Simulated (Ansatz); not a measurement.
# MnCdS3: a trial structure relaxed

Aim: relax a trial structure of MnCdS3 and see where it ends.

Program: Ansatz 0.2.0. Level of theory: DFT PBE, scalar-relativistic, plane waves, PAW. These are calculated values, not measurements.

### Step 1. The system as given

The structure is cubic, space group Pm-3m (No. 221). The conventional cell has a = 4.610 Å, b = 4.610 Å, c = 4.610 Å, α = 90.00°, β = 90.00°, γ = 90.00°. Around Mn (site symmetry m-3m) lie 6 S at 2.31 Å. Around Cd (site symmetry m-3m) lie 12 S at 3.26 Å. S (site symmetry 4/mmm) has 2 Mn at 2.31 Å and 4 Cd at 3.26 Å as nearest neighbours.

As a file:

```
Mn Cd S
1.0
     4.61049    0.00000    0.00000
     0.00000    4.61049    0.00000
     0.00000    0.00000    4.61049
Mn Cd S
1 1 3
Cartesian
  2.3052 2.3052 2.3052
  0.0000 0.0000 0.0000
  0.0000 2.3052 2.3052
  2.3052 0.0000 2.3052
  2.3052 2.3052 0.0000
```

A structure generator made this guess: species swapped into a database cell of NdBPd3 (Pm-3m, No. 221), with Cd on the Nd sites, Mn on the B sites and S on the Pd sites. The dimensions are guesses.

### Step 2. A first look at the guess

Contents of input.yaml:

```yaml
crystal:
  lattice:
    - [4.61048937, 0.0, 0.0]
    - [0.0, 4.61048937, 0.0]
    - [0.0, 0.0, 4.61048937]
  atoms:
    - { symbol: Mn, position: [0.5, 0.5, 0.5], spin: 4.0 }
    - { symbol: Cd, position: [0.0, 0.0, 0.0] }
    - { symbol: S, position: [0.0, 0.5, 0.5] }
    - { symbol: S, position: [0.5, 0.0, 0.5] }
    - { symbol: S, position: [0.5, 0.5, 0.0] }
basis:
  ecutwfc: 420
kpoints:
  mp_grid: { grid: [4, 4, 4] }
hamiltonian:
  xc: pbe
scf:
  occupations: { method: gaussian, width: 0.1 }
  lower_state_search: "off"
output:
  forces: true
  stress: true
  eigenvalues: true
  populations: true
magnetization:
  spin_polarized: true
```

Launch:

```sh
$ ansatz run input.yaml --threads 1 --pin off --max-ram 2048MiB --backend cpu --events-out ev --progress --plain --runs-dir out
```

Further runs follow: final relaxation.

**Question.** What will these runs give? Wanted: conventional cell; volume; energy over the elements; gap on the mesh; total moment.

**Answer**, as computed:

| quantity | value |
| --- | --- |
| symmetry at the end (tolerance 0.05 Å) | space group Pm-3m (No. 221) |
| conventional cell | a = 4.607 Å, b = 4.607 Å, c = 4.607 Å, α = 90.00°, β = 90.00°, γ = 90.00° |
| volume | 19.55 Å³/atom |
| energy over the elements | +0.02 eV/atom |
| gap on the mesh | none (metal) |
| total moment | 3.40 μB/cell |

The space group Pm-3m (No. 221) is kept, at nearly the size of the first guess. The formation energy of this structure is too near zero to say whether it is bound against the elements. No finished test with a distortion of lower symmetry is shown, so the end may be a saddle point. With one magnetic atom in the cell only ferromagnetic order fits, and no U was applied, so an antiferromagnetic state was not tested. Without a U such compounds often come out metallic though many are antiferromagnetic insulators. Other magnetic orders were not searched.
